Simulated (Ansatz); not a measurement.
# Al2H3Cl3: the cost of one run

Program: Ansatz 0.2.0. Level of theory: DFT PBE, scalar-relativistic, plane waves, PAW. These are calculated values, not measurements.

## 1. The starting structure

Symmetry: P-62m, No. 189, hexagonal system. The conventional cell has a = 7.185 Å, b = 7.185 Å, c = 3.033 Å, α = 90.00°, β = 90.00°, γ = 120.00°. Around Al (site symmetry -6) lie 6 H at 2.63 Å and 3 Cl at 2.81 Å. Around H (site symmetry m2m) lie 4 Al at 2.63 Å. Cl (site symmetry m2m) has 2 Al at 2.81 Å as nearest neighbours.

Structure file:

```cif
data_structure
_symmetry_space_group_name_H-M 'P 1'
_symmetry_Int_Tables_number 1
_cell_length_a 7.1847
_cell_length_b 7.1847
_cell_length_c 3.0333
_cell_angle_alpha 90.000
_cell_angle_beta 90.000
_cell_angle_gamma 120.000
_cell_volume 135.60
loop_
_atom_site_label
_atom_site_type_symbol
_atom_site_fract_x
_atom_site_fract_y
_atom_site_fract_z
_atom_site_occupancy
Al1 Al 0.33333 0.66667 0.00000 1
Al2 Al 0.66667 0.33333 0.00000 1
H1 H 0.41893 0.00000 0.50000 1
H2 H 0.58107 0.58107 0.50000 1
H3 H 0.00000 0.41893 0.50000 1
Cl1 Cl 0.76327 0.00000 0.00000 1
Cl2 Cl 0.23673 0.23673 0.00000 1
Cl3 Cl 0.00000 0.76327 0.00000 1
```

The cell is invented: species swapped into a database cell of Ti3In3Rh2 (P-62m, No. 189), with H on the Ti sites, Cl on the In sites and Al on the Rh sites. The dimensions are guesses.

## 2. The guess as it stands, on a coarse mesh

File input.yaml:

```yaml
crystal:
  lattice:
    - [7.18465245, 0.0, 0.0]
    - [-3.59232623, 6.22209154, 0.0]
    - [0.0, 0.0, 3.03328883]
  atoms:
    - { symbol: Al, position: [0.33333333, 0.66666667, 0.0] }
    - { symbol: Al, position: [0.66666667, 0.33333333, 0.0] }
    - { symbol: H, position: [0.41892511, 0.0, 0.5] }
    - { symbol: H, position: [0.58107489, 0.58107489, 0.5] }
    - { symbol: H, position: [0.0, 0.41892511, 0.5] }
    - { symbol: Cl, position: [0.76326603, 0.0, 0.0] }
    - { symbol: Cl, position: [0.23673397, 0.23673397, 0.0] }
    - { symbol: Cl, position: [0.0, 0.76326603, 0.0] }
basis:
  ecutwfc: 420
kpoints:
  mp_grid: { grid: [3, 3, 6] }
hamiltonian:
  xc: pbe
scf:
  occupations: { method: gaussian, width: 0.1 }
  lower_state_search: "off"
output:
  forces: true
  stress: true
  eigenvalues: true
```

On the command line:

```
> ansatz run input.yaml --threads 1 --pin off --max-ram 2048MiB --backend cpu --events-out ev --progress --plain --runs-dir out
```

Q: Estimate wall time and peak memory on 1 thread of Intel Xeon Platinum 8375C at 2.90GHz (Ice Lake), shared host.

About 3.4 s, with a peak of 0.38 GiB.
